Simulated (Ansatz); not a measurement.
# AlFH₂Se: up Jacob's ladder to CCSD(T)

How much do the methods differ for AlFH₂Se? The plan is to run it at one geometry with functionals of several rungs and with coupled cluster, and see how far each lands from CCSD(T) at the basis-set limit for the atomisation energy.

Program: Ansatz 0.2.0, Gaussian basis. Level of theory: functionals in def2-TZVPP, the program's frozen cores in correlated methods. These are calculated values, not measurements.

Plan: LDA (SPW92), PBE-D4, revPBE-D4, BLYP-D4, r2SCAN-D4, B97M-V, PBE0-D4, B3LYP-D4, r2SCANh-D4, r2SCAN0-D4, HSE06-D4, BHLYP-D4, CAM-B3LYP-D4, LC-ωPBE, ωB97X-V, ωB97M-V, B2PLYP, PBE-QIDH; CCSD(T)/def2-SVP; CCSD(T)/def2-TZVPP; CCSD(T)/def2-QZVPP; extrapolation to the limit; RPA on PBE.

### 1 The relaxed structure

All runs share one geometry, relaxed beforehand with PBE0-D4 in a triple-zeta def2 set.

SMILES `[F][AlH][SeH]`, 5 atoms, charge 0, spin multiplicity 1.

Atoms are counted from 1 here; the program's logs count them from 0.

Bond lengths: F1–Al2 1.647 Å, Al2–Se3 2.302 Å, Al2–H4 1.570 Å, Se3–H5 1.470 Å. Angles: F1–Al2–Se3 115.9°, F1–Al2–H4 119.6°, Se3–Al2–H4 124.5°, Al2–Se3–H5 89.9°.

### 2 LDA

This LDA is Slater exchange with PW92 correlation.

The input, in.yaml:

```yaml
crystal:
  periodic: [false, false, false]
  atoms:
    - {symbol: F, position_ang: [-1.154571, -0.647650, 1.724064]}
    - {symbol: Al, position_ang: [-0.330656, -0.470282, 0.309597]}
    - {symbol: Se, position_ang: [0.629717, 1.591800, -0.043079]}
    - {symbol: H, position_ang: [-0.243524, -1.674555, -0.694077]}
    - {symbol: H, position_ang: [1.148933, 1.127086, -1.337905]}
basis:
  gaussian: {orbitals: def2-TZVPP}
hamiltonian: {xc: lda}
output: {orbitals: {seedname: orbitals}}
```

Run with:

```console
$ ansatz run in.yaml --threads 2 --pin off --events-out ev --progress --plain --max-ram 22528MiB --backend cpu
```

Further steps of the session: PBE-D4 (GGA); revPBE-D4 (GGA); BLYP-D4 (GGA); r2SCAN-D4 (meta-GGA); B97M-V (meta-GGA); PBE0-D4 (hybrid); B3LYP-D4 (hybrid); r2SCANh-D4 (hybrid); r2SCAN0-D4 (hybrid); HSE06-D4 (hybrid); BHLYP-D4 (hybrid); CAM-B3LYP-D4 (range-separated); LC-ωPBE (range-separated); ωB97X-V (range-separated); ωB97M-V (range-separated); B2PLYP (double hybrid); PBE-QIDH (double hybrid); CCSD(T) in def2-SVP; CCSD(T) in def2-TZVPP; CCSD(T) in def2-QZVPP; RPA on PBE orbitals.

Before running them: what should the planned runs give, taken together? Wanted: atomisation energy, CCSD(T)/CBS; farthest beyond LDA; mean size of error, GGA; mean size of error, meta-GGA; mean size of error, hybrid; mean size of error, range-separated; mean size of error, double hybrid; gap, smallest and largest; T1 diagnostic.

The runs gave:

```
                               quantity                                      value
        atomisation energy, CCSD(T)/CBS                              1549.2 kJ/mol
 functionals within 15.5 kJ/mol (1.0 %)                 r2SCAN-D4, B97M-V, ωB97X-V
                    farthest beyond LDA                    BHLYP-D4 (-77.0 kJ/mol)
                mean size of error, GGA                                40.0 kJ/mol
           mean size of error, meta-GGA                                 9.0 kJ/mol
             mean size of error, hybrid                                46.9 kJ/mol
    mean size of error, range-separated                                27.5 kJ/mol
      mean size of error, double hybrid                                41.9 kJ/mol
              gap, smallest and largest  4.63 eV (LDA (SPW92)), 11.20 eV (LC-ωPBE)
                          T1 diagnostic                                     0.0105
triples share of the correlation energy                                      3.1 %
```

In words: The LDA atomisation energy is off by 175.8 kJ/mol (11 %): it overbinds. PBE-D4 misses by -21.7 kJ/mol. Double hybrids carry the basis error of their MP2 part in triple zeta, and no dispersion term here, so their miss is partly the set-up's. Taken by rung, meta-GGA functionals do best (9.0 kJ/mol on average) and hybrid ones worst beyond LDA (46.9 kJ/mol). The mean of the hybrids holds BHLYP, with half exact exchange. Misses under about 15.5 kJ/mol are within the doubt on the reference itself, which lacks core-valence correlation, relativity and higher excitations, and its outer-core shells are covered unevenly. All levels share the lack of spin-orbit coupling, which lowers the free heavy atoms and so the true binding. Hartree-Fock recovers 73 % of the binding; the rest is correlation. CCSD(T) in def2-SVP is off by -124.4 kJ/mol, worse than the median functional, from the basis alone. Orbital gaps span 4.6 to 11.2 eV; exact exchange widens them. Correlated methods include outer-core shells of Se, which these sets cover unevenly.
